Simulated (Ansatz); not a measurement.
# MnS: the cost of one run

Computed with Ansatz 0.2.0 (DFT LDA+U (U_eff = 4 eV on Mn d), plane waves, PAW, unless a step's input says otherwise).

The COD entry's cell or inner coordinates are ideal or old and differ from later refinements, so a difference from it is no clean test against experiment.

2 further runs of the same task are left out: 2 that didn't finish.

**1. The system as given**

The structure is hexagonal, space group P6_3mc (No. 186). The conventional cell has a = 3.976 Å, b = 3.976 Å, c = 6.432 Å, α = 90.00°, β = 90.00°, γ = 120.00°. Around Mn (site symmetry 3m) lie 4 S at 2.41 to 2.48 Å. Around S (site symmetry 3m) lie 4 Mn at 2.41 to 2.48 Å.

As a file:

```cif
data_structure
_symmetry_space_group_name_H-M 'P6_3mc'
_symmetry_Int_Tables_number 186
_cell_length_a 3.9760
_cell_length_b 3.9760
_cell_length_c 6.4320
_cell_angle_alpha 90.000
_cell_angle_beta 90.000
_cell_angle_gamma 120.000
_cell_volume 88.06
loop_
_atom_site_label
_atom_site_type_symbol
_atom_site_symmetry_multiplicity
_atom_site_Wyckoff_symbol
_atom_site_fract_x
_atom_site_fract_y
_atom_site_fract_z
_atom_site_occupancy
Mn1 Mn 2 b 0.33333 0.66667 0.00000 1
S1 S 2 b 0.33333 0.66667 0.61500 1
```

An earlier series on this cell reached its lowest free state from «antiferromagnetic start, free», perhaps among other starts.

**2. Total moment locked, 5.00 μB per cell**

The input, input.yaml:

```yaml
crystal:
  lattice:
    - [3.97600161, 0.0, 0.0]
    - [-1.9880008, 3.4433184, 0.0]
    - [0.0, 0.0, 12.864001]
  atoms:
    - { symbol: Mn, position: [0.3333333333, 0.6666666667, 0.0], spin: 1.25 }
    - { symbol: Mn, position: [0.6666666667, 0.3333333333, 0.25], spin: 1.25 }
    - { symbol: S, position: [0.3333333333, 0.6666666667, 0.1925] }
    - { symbol: S, position: [0.6666666667, 0.3333333333, 0.4425] }
    - { symbol: Mn, position: [0.3333333333, 0.6666666667, 0.5], spin: 1.25 }
    - { symbol: Mn, position: [0.6666666667, 0.3333333333, 0.75], spin: 1.25 }
    - { symbol: S, position: [0.3333333333, 0.6666666667, 0.6925] }
    - { symbol: S, position: [0.6666666667, 0.3333333333, 0.9425] }
basis:
  ecutwfc: 420
  ecutrho_ratio: 4
kpoints:
  mp_grid: { grid: [6, 6, 2] }
hamiltonian:
  xc: lda
  hubbard:
    sites:
      - { site: 0, l: d, u_eff: 4.0 }
      - { site: 1, l: d, u_eff: 4.0 }
      - { site: 4, l: d, u_eff: 4.0 }
      - { site: 5, l: d, u_eff: 4.0 }
scf:
  occupations: { method: gaussian, width: 0.05 }
  lower_state_search: "off"
  max_iter: 150
output:
  forces: true
  stress: true
  eigenvalues: true
  populations: true
  hubbard:
    sites:
      - { site: 0, l: d }
      - { site: 1, l: d }
      - { site: 4, l: d }
      - { site: 5, l: d }
magnetization:
  spin_polarized: true
  initial_magnetization: 5.0
  spin_locking: { lock_magnetization: hard }
```

The lock stays on to the end, so the result is a constrained state.

Command:

```
> ansatz run input.yaml --threads 4 --pin off --max-ram 6144MiB --backend cpu --events-out ev --progress --plain --runs-dir out
```

**Question.** How long does this run take on 4 threads of Intel Xeon at 2.50GHz (Skylake/Cascade Lake), shared host, and how much memory does it need?

About 38 s, with a peak of 0.68 GiB.
